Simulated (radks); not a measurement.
# Si⁺ in [Ne] 3s1 3p1 3d1: an all-electron calculation

Aim: the levels, the sizes of the orbitals and the parts of the energy of the silicon ion Si+.

The numbers are computed with radks (a radial shooting solver on a logarithmic mesh, Libxc functionals) version 1 (non-relativistic Kohn-Sham, exchange-only LDA, spin-polarised, spherical densities, point nucleus; open shells are filled with parallel spins first), except any that are marked as measured or tabulated.

## (1) The system

```
element       : silicon (Z = 14)
charge        : +1
electrons     : 13
configuration : [Ne] 3s1 3p1 3d1
```

Outer shells as boxes (Hund's rule):

Si⁺
```
[Ne] core
3s [↑ ]
3p [↑ ][  ][  ]
3d [↑ ][  ][  ][  ][  ]
```

## (2) The calculation

The run's settings:

```text
Z 14
configuration [Ne] 3s1 3p1 3d1
relativity non-relativistic
functional lda,
spin polarised
nucleus point
```

What does the calculation give?

The runs gave:

```
                        quantity                   value
                    total energy      -286.43821 hartree
exchange-correlation share of it                  6.38 %
                            −T/E                  1.0000
          highest occupied level        3d up, -5.232 eV
    most extended occupied level  3d up, <r> = 3.54 bohr
 radius at density 0.001 e/bohr³               4.36 bohr
    maxima of the radial density                       3
```

The radial density shows 3 maxima for 3 occupied principal shells. −T/E = 1.0000, near the virial value of 1. This is not the tabulated ground configuration, so its levels and sizes aren't those of the ground state, and no measured value stands beside it.
